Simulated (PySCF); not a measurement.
**WNCl: relaxation and vibrations of the singlet**

Where does singlet WNCl go from a linear start, is the end point a minimum, and what are its modes, charges and moments?

Method: PBE0, basis W def2-TZVP with ECP60, N def2-TZVP, Cl def2-TZVP, scalar-relativistic core potentials, no spin–orbit coupling, density fitting; program: PySCF 2.14.0.

### Step 1. The system as given

3 atoms, charge 0, spin multiplicity 1.

Bond lengths: W1–N2 1.800 Å, W1–Cl3 2.360 Å. Angles: N2–W1–Cl3 180.0°.

Z-matrix (Å, degrees; charge 0 multiplicity 1):
```
W
N  1 1.8000
Cl 1 2.3600 2 180.00
```

### Step 2. First SCF at the start

The steps below are one call of a driver around PySCF. For each, scf.py gives the equivalent set-up of the SCF; relaxations use the driver's own optimiser. After this first run the driver tries any further starts and a stability analysis.

scf.py reads:

```python
from pyscf import gto, scf, dft
mol = gto.M(atom='''
W      0.000000     0.000000     0.000000
N      0.000000     0.000000    -1.800000
Cl     0.000000     0.000000     2.360000''',
    basis={'W': 'def2-TZVP', 'N': 'def2-TZVP', 'Cl': 'def2-TZVP'},
    ecp={'W': 'def2-TZVP'},
    charge=0, spin=0)
mf = dft.RKS(mol, xc='PBE0')
mf.grids.atom_grid = (50, 194)
aux = {'W': 'def2-universal-JKFIT', 'N': 'def2-universal-JKFIT', 'Cl': 'def2-universal-JKFIT'}
mf = mf.density_fit(auxbasis=aux)
mf.conv_tol = 1e-08
mf.diis_space = 10
mf.max_cycle = 60
mf.init_guess = 'minao'
mf.verbose = 4
mf.kernel()
```

On the command line:

```console
$ OMP_NUM_THREADS=2 python axn.py task.json out
```

The log of the run:

```text
init E= -562.638527739044
  HOMO = -0.292648845473865  LUMO = -0.289270172832237  gap/eV = 0.09194
cycle= 1 E= -581.220892281493  delta_E= -18.6  |g|=  1.4  |ddm|=  7.9
cycle= 2 E= -573.31313852849  delta_E= 7.91  |g|= 4.95  |ddm|= 4.12
  HOMO = -0.202105144885465  LUMO = -0.18504852867412  gap/eV = 0.46413
cycle= 3 E= -581.63869189262  delta_E= -8.33  |g|= 0.512  |ddm|= 3.54
  HOMO = -0.2950109546387  LUMO = -0.255515380394989  gap/eV = 1.07473
cycle= 4 E= -581.602623803431  delta_E= 0.0361  |g|= 0.634  |ddm|= 0.901
  HOMO = -0.277030302237134  LUMO = -0.2361344909425  gap/eV = 1.11283
cycle= 5 E= -581.70615564445  delta_E= -0.104  |g|= 0.0677  |ddm|= 0.465
  HOMO = -0.268519143790303  LUMO = -0.22310544608661  gap/eV = 1.23577
cycle= 6 E= -581.707106348098  delta_E= -0.000951  |g|= 0.0216  |ddm|= 0.0773
  HOMO = -0.269932933071268  LUMO = -0.223370582478017  gap/eV = 1.26703
cycle= 7 E= -581.70720214252  delta_E= -9.58e-05  |g|= 0.00479  |ddm|= 0.0195
  HOMO = -0.270021374985019  LUMO = -0.223393865830897  gap/eV = 1.26880
cycle= 8 E= -581.707207102645  delta_E= -4.96e-06  |g|= 0.00219  |ddm|= 0.005
  HOMO = -0.270049646124946  LUMO = -0.223354012205266  gap/eV = 1.27065
cycle= 9 E= -581.707209227252  delta_E= -2.12e-06  |g|= 0.000592  |ddm|= 0.00436
  HOMO = -0.270062689735454  LUMO = -0.223356177790329  gap/eV = 1.27095
cycle= 10 E= -581.707210813249  delta_E= -1.59e-06  |g|= 0.000477  |ddm|= 0.00589
  HOMO = -0.270080478473215  LUMO = -0.223380117983176  gap/eV = 1.27078
cycle= 11 E= -581.707207284481  delta_E= 3.53e-06  |g|= 0.000435  |ddm|= 0.0143
  HOMO = -0.27013686100981  LUMO = -0.223450445290886  gap/eV = 1.27040
cycle= 12 E= -581.707201813358  delta_E= 5.47e-06  |g|= 0.000354  |ddm|= 0.0328
  HOMO = -0.270143742940989  LUMO = -0.223468805163284  gap/eV = 1.27009
cycle= 13 E= -581.707200130526  delta_E= 1.68e-06  |g|= 0.000279  |ddm|= 0.0247
  HOMO = -0.270071593890226  LUMO = -0.223422382526827  gap/eV = 1.26939
cycle= 14 E= -581.707200041081  delta_E= 8.94e-08  |g|= 0.000524  |ddm|= 0.00266
  HOMO = -0.270105992865951  LUMO = -0.223435738888989  gap/eV = 1.26996
cycle= 15 E= -581.707200047175  delta_E= -6.09e-09  |g|= 2.85e-05  |ddm|= 0.00465
  HOMO = -0.270108483121926  LUMO = -0.223443798921773  gap/eV = 1.26981
Extra cycle  E= -581.707200045258  delta_E= 1.92e-09  |g|= 0.00011  |ddm|= 0.000141
converged SCF energy = -581.707200045258
```

This step, with its further starts and checks, took 12 s on 2 threads of Arm Neoverse V2, shared host.

The starts that the driver tried:

| start | energy (Eh) |
| --- | --- |
| the minimal-basis guess | -581.707200 |
| a thermally smeared density | -581.734427 |
| a smeared PBE density | -581.707200 |

This is not the lowest solution: one lies 71.5 kJ/mol lower, at -581.73443 Eh, and the relaxation starts from that.

### Step 3. Relaxing the singlet from the linear start

The program finds C∞v symmetry in the start, which this walk keeps.

scf.py, as its differences from that of step 2:

```diff
@@ -3,3 +3,3 @@
-W      0.000000     0.000000     0.000000
-N      0.000000     0.000000    -1.800000
-Cl     0.000000     0.000000     2.360000''',
+W      0.000000     0.000000    -0.246094
+N      0.000000     0.000000    -2.046094
+Cl     0.000000     0.000000     2.113906''',
@@ -16 +15,0 @@
-mf.init_guess = 'minao'
```

Steps of the walk:

| step | energy (Eh) | change (kJ/mol) | largest symmetric gradient (Eh/bohr) |
| --- | --- | --- | --- |
| 0 | -581.734427 | 0.00 | 0.13531 |
| 1 | -581.755332 | -54.89 | 0.02862 |
| 2 | -581.755921 | -56.43 | 0.01303 |
| 3 | -581.756033 | -56.73 | 0.00210 |
| 4 | -581.756039 | -56.74 | 0.00026 |
| 5 | -581.756040 | -56.74 | 0.00006 |

The walk took 12 s.

Positions (Å) and forces (eV/Å) along the way:

```
step 0
W    0.000   0.000  -0.246   0.000   0.000  -6.958
N    0.000   0.000  -2.046   0.000   0.000   6.693
Cl   0.000   0.000   2.114   0.000   0.000   0.265
step 1
W    0.000   0.000  -0.312   0.000   0.000   1.123
N    0.000   0.000  -1.939   0.000   0.000  -1.472
Cl   0.000   0.000   2.073   0.000   0.000   0.349
step 3
W    0.000   0.000  -0.312   0.000   0.000  -0.108
N    0.000   0.000  -1.960   0.000   0.000   0.051
Cl   0.000   0.000   2.093   0.000   0.000   0.057
step 5
W    0.000   0.000  -0.314   0.000   0.000   0.002
N    0.000   0.000  -1.961   0.000   0.000  -0.003
Cl   0.000   0.000   2.096   0.000   0.000   0.001
```

It settles in C∞v symmetry, 56.7 kJ/mol below the start, after 5 steps: W–Cl 2.410 Å, W–N 1.647 Å; Cl–W–N 180.0°.

### Step 4. Is it a minimum? Harmonic modes

The point is checked on the finer grid, and tightened if its gradient asks for it. The Hessian and the dipole derivatives come from central differences of analytic gradients, with steps of 0.02 bohr.

scf.py, as its differences from that of step 3:

```diff
@@ -3,3 +3,3 @@
-W      0.000000     0.000000    -0.246094
-N      0.000000     0.000000    -2.046094
-Cl     0.000000     0.000000     2.113906''',
+W     -0.000000     0.000000    -0.262792
+N     -0.000000     0.000000    -1.909851
+Cl     0.000000    -0.000000     2.147184''',
@@ -10 +10 @@
-mf.grids.atom_grid = (50, 194)
+mf.grids.atom_grid = (75, 302)
@@ -13 +13 @@
-mf.conv_tol = 1e-08
+mf.conv_tol = 1e-10
```

The driver hands on the density of the step before, so the log starts near convergence.

Log of the central SCF (cycles and frontier levels):

```text
init E= -581.756069582303
  HOMO = -0.230326676709759  LUMO = -0.150502036622246  gap/eV = 2.17214
cycle= 1 E= -581.756069582609  delta_E= -3.06e-10  |g|= 6.11e-06  |ddm|= 4.11e-05
  HOMO = -0.230326506405464  LUMO = -0.150502001377112  gap/eV = 2.17214
cycle= 2 E= -581.756069582911  delta_E= -3.03e-10  |g|= 6.96e-06  |ddm|= 4.12e-05
  HOMO = -0.230326628468315  LUMO = -0.150502021057701  gap/eV = 2.17214
cycle= 3 E= -581.756069582974  delta_E= -6.21e-11  |g|= 6.06e-06  |ddm|= 8.33e-06
  HOMO = -0.230326650983055  LUMO = -0.150502033001356  gap/eV = 2.17214
Extra cycle  E= -581.75606958328  delta_E= -3.06e-10  |g|= 6.06e-06  |ddm|= 4.11e-05
converged SCF energy = -581.75606958328
```

The whole step took 98 s.

Geometry: C∞v; W–Cl 2.410 Å, W–N 1.647 Å; Cl–W–N 180.0°.

Modes, for the most abundant isotopes:

```json
{"ω (cm⁻¹)": "145i", "IR (km/mol)": "42.6", "type": "bend"}
{"ω (cm⁻¹)": "145i", "IR (km/mol)": "42.6", "type": "bend"}
{"ω (cm⁻¹)": "324", "IR (km/mol)": "39.9", "type": "stretch"}
{"ω (cm⁻¹)": "1160", "IR (km/mol)": "150", "type": "stretch"}
```

2 modes are imaginary, the largest at 145i cm⁻¹: a saddle point, not a minimum.

Here the density breaks the symmetry of the frame, and no labels are given; pairs that should be degenerate can split.

Properties at this point:

| Property | Result |
| --- | --- |
| Dipole moment | 0.04 D |
| Highest occupied level | -6.27 eV |
| Lowest empty level | -4.10 eV |
| Rotational constants | 0.07492 cm⁻¹ |
| Zero-point energy (real modes) | 8.9 kJ/mol |
| Principal polarisabilities | 42.0, 42.0, 78.3 bohr³ |
| Atomisation energy without zero-point energy | 800 kJ/mol |
| Principal traceless quadrupole moments about the centre of mass | -15.66, 7.83, 7.83 D Å |

Populations by atom (charges in e):

```json
{"atom": "W1", "Mulliken": "0.86", "Löwdin": "0.41", "polar tensor": "1.55", "Mayer order to W1": "–"}
{"atom": "N2", "Mulliken": "-0.40", "Löwdin": "-0.25", "polar tensor": "-0.89", "Mayer order to W1": "3.07"}
{"atom": "Cl3", "Mulliken": "-0.47", "Löwdin": "-0.15", "polar tensor": "-0.66", "Mayer order to W1": "0.94"}
```

Mulliken populations on W1 (outside its core potential): s 2.32, p 6.23, d 4.52, f 0.07.

### Step 5. Downhill along the imaginary mode

The atoms are moved a little along the softest imaginary mode and relaxed again.

The program finds Cs symmetry in the start, which this walk keeps. The walk stops when the largest gradient is under 0.0003 Eh/bohr and the energy has settled too.

scf.py, as its differences from that of step 4:

```diff
@@ -3,3 +3,3 @@
-W     -0.000000     0.000000    -0.262792
-N     -0.000000     0.000000    -1.909851
-Cl     0.000000    -0.000000     2.147184''',
+W      0.003715     0.031821    -0.262792
+N     -0.028991    -0.248313    -1.909851
+Cl    -0.007934    -0.067958     2.147184''',
@@ -10 +10 @@
-mf.grids.atom_grid = (75, 302)
+mf.grids.atom_grid = (50, 194)
@@ -13 +13 @@
-mf.conv_tol = 1e-10
+mf.conv_tol = 1e-08
```

Energy and gradient, step by step:

| step | energy (Eh) | change (kJ/mol) | largest symmetric gradient (Eh/bohr) |
| --- | --- | --- | --- |
| 0 | -581.757071 | 0.00 | 0.02888 |
| 1 | -581.758884 | -4.76 | 0.01274 |
| 2 | -581.764417 | -19.29 | 0.02104 |
| 3 | -581.775101 | -47.34 | 0.04259 |
| 4 | -581.779247 | -58.22 | 0.07065 |
| 5 | -581.784492 | -72.00 | 0.08718 |
| 6 | -581.796109 | -102.50 | 0.07376 |
| 7 | -581.803096 | -120.84 | 0.05067 |
| 8 | -581.807219 | -131.67 | 0.02353 |
| 9 | -581.808545 | -135.15 | 0.00516 |
| 10 | -581.808554 | -135.17 | 0.00390 |
| 11 | -581.808576 | -135.23 | 0.00007 |

The walk took 36 s.

Positions (Å) and forces (eV/Å) along the way:

```
step 0
W    0.004   0.032  -0.263   0.030   0.174  -1.315
N   -0.029  -0.248  -1.910  -0.006  -0.003   1.485
Cl  -0.008  -0.068   2.147  -0.024  -0.172  -0.170
step 1
W    0.008   0.071  -0.274   0.094   0.653   0.474
N   -0.032  -0.270  -1.877  -0.060  -0.426  -0.393
Cl  -0.010  -0.086   2.126  -0.034  -0.227  -0.080
step 6
W    0.067   0.576  -0.261  -0.269  -2.232  -3.143
N   -0.066  -0.566  -1.559   0.292   2.486   3.794
Cl  -0.034  -0.294   1.794  -0.023  -0.254  -0.651
step 11
W    0.076   0.652  -0.304   0.003  -0.004   0.000
N   -0.068  -0.586  -1.381   0.002   0.003   0.001
Cl  -0.041  -0.350   1.660  -0.005   0.002   0.000
```

End point (Cs, 11 steps, 135.2 kJ/mol gained): W–Cl 2.208 Å, W–N 1.647 Å; Cl–W–N 103.6°.

### Step 6. Frequencies

As before: finer grid, then central differences.

scf.py, as its differences from that of step 5:

```diff
@@ -3,3 +3,3 @@
-W      0.003715     0.031821    -0.262792
-N     -0.028991    -0.248313    -1.909851
-Cl    -0.007934    -0.067958     2.147184''',
+W      0.026258     0.224906    -0.230056
+N     -0.118302    -1.013286    -1.306908
+Cl    -0.090755    -0.777337     1.733534''',
@@ -10 +10 @@
-mf.grids.atom_grid = (50, 194)
+mf.grids.atom_grid = (75, 302)
@@ -13 +13 @@
-mf.conv_tol = 1e-08
+mf.conv_tol = 1e-10
```

SCF at the final geometry:

```text
init E= -581.808581087541
  HOMO = -0.223003176574482  LUMO = -0.133116310671152  gap/eV = 2.44595
cycle= 1 E= -581.808581087527  delta_E= 1.4e-11  |g|= 1.34e-05  |ddm|= 1.88e-05
  HOMO = -0.223002017675674  LUMO = -0.133114812308674  gap/eV = 2.44596
cycle= 2 E= -581.808581087049  delta_E= 4.77e-10  |g|= 5.02e-05  |ddm|= 3.45e-05
  HOMO = -0.223003233325158  LUMO = -0.133116293654632  gap/eV = 2.44595
cycle= 3 E= -581.808581087572  delta_E= -5.23e-10  |g|= 3.73e-06  |ddm|= 2.65e-05
  HOMO = -0.22300297658659  LUMO = -0.133116018666832  gap/eV = 2.44595
cycle= 4 E= -581.808581087576  delta_E= -3.41e-12  |g|= 9.52e-07  |ddm|= 4.69e-06
  HOMO = -0.223003030126359  LUMO = -0.133116064957838  gap/eV = 2.44595
Extra cycle  E= -581.808581087579  delta_E= -3.52e-12  |g|= 8.94e-07  |ddm|= 7.07e-06
converged SCF energy = -581.808581087579
```

The whole step took 42 s on 2 threads of Arm Neoverse V2, shared host.

Geometry: Cs; W–Cl 2.208 Å, W–N 1.647 Å; Cl–W–N 103.6°.

Harmonic modes (main isotopes):

```
symmetry  ω (cm⁻¹)  IR (km/mol)     type
      a'       260          4.7     bend
      a'       433         44.5  stretch
      a'      1179         66.6  stretch
```

All wavenumbers are real: a minimum.

Constants and moments:

```yaml
Dipole_moment: 3.52 D
Highest_occupied_level: -6.07 eV
Lowest_empty_level: -3.62 eV
Rotational_constants: 0.5321, 0.1106, 0.09154 cm⁻¹
Zero-point_energy: 11.2 kJ/mol
Principal_polarisabilities: 68.0, 72.5, 88.7 bohr³
Atomisation_energy_without_zero-point_energy: 938 kJ/mol
Principal_traceless_quadrupole_moments_about_the_centre_of_mass: -5.36, -2.54, 7.91 D Å
Entropy_at_298.15_K_and_1_bar: 293.0 J/(mol K)
Heat_capacity_Cp_at_298.15_K: 47.3 J/(mol K)
Enthalpy_at_298.15_K_above_0_K: 11.94 kJ/mol
Rotational_symmetry_number: 1
```

Populations by atom (charges in e):

```json
{"atom": "W1", "Mulliken": "0.56", "Löwdin": "0.12", "polar tensor": "0.97", "Mayer order to W1": "–"}
{"atom": "N2", "Mulliken": "-0.33", "Löwdin": "-0.28", "polar tensor": "-0.53", "Mayer order to W1": "3.00"}
{"atom": "Cl3", "Mulliken": "-0.23", "Löwdin": "0.16", "polar tensor": "-0.43", "Mayer order to W1": "1.27"}
```

Outer orbital energies (eV). occupied: -20.19, -11.86, -10.97, -10.43, -9.32, -9.26, -8.67, -6.07; empty: -3.62, -3.50, -1.52, -0.74.

Mulliken populations on W1 (outside its core potential): s 3.13, p 6.21, d 4.03, f 0.06.

### Step 7. The points found, side by side

| spin | group | bonds | imaginary modes (cm⁻¹) | ΔE (kJ/mol) | with zero-point energy |
| --- | --- | --- | --- | --- | --- |
| singlet | Cs | W–Cl 2.208 Å, W–N 1.647 Å | none | 0.0 | 0.0 |
| singlet | C∞v (density of lower symmetry) | W–Cl 2.410 Å, W–N 1.647 Å | 145i, 145i | 137.9 | – |

### Step 8. Summary of results

| quantity | value |
| --- | --- |
| minimum | singlet, Cs |
| geometry | W–Cl 2.208 Å, W–N 1.647 Å; Cl–W–N 103.6° |
| wavenumbers (cm⁻¹) | 260 (a'), 433 (a'), 1179 (a') |
| dipole moment | 3.52 D |
| highest occupied, lowest empty level | -6.07, -3.62 eV |
| polar-tensor charge of W1 | +0.97 e |
| zero-point energy | 11.2 kJ/mol |
| entropy at 298.15 K | 293.0 J/(mol K) |
| atomisation energy (no zero-point energy) | 938 kJ/mol |

The linear start (C∞v) ends in a minimum of Cs symmetry, after a stop at a second-order saddle point 137.9 kJ/mol higher, from which it was pushed off along an imaginary mode. The strongest infrared band lies at 1179 cm⁻¹ (a', stretch). The first SCF alone would have been 71 kJ/mol too high. Only this shape and spin were tried, so other structures or states may lie lower. Whether spin polarisation would lower the closed shell was not checked. Spin–orbit coupling, left out here, can matter for elements this heavy.

The search up to here took 3.3 min.
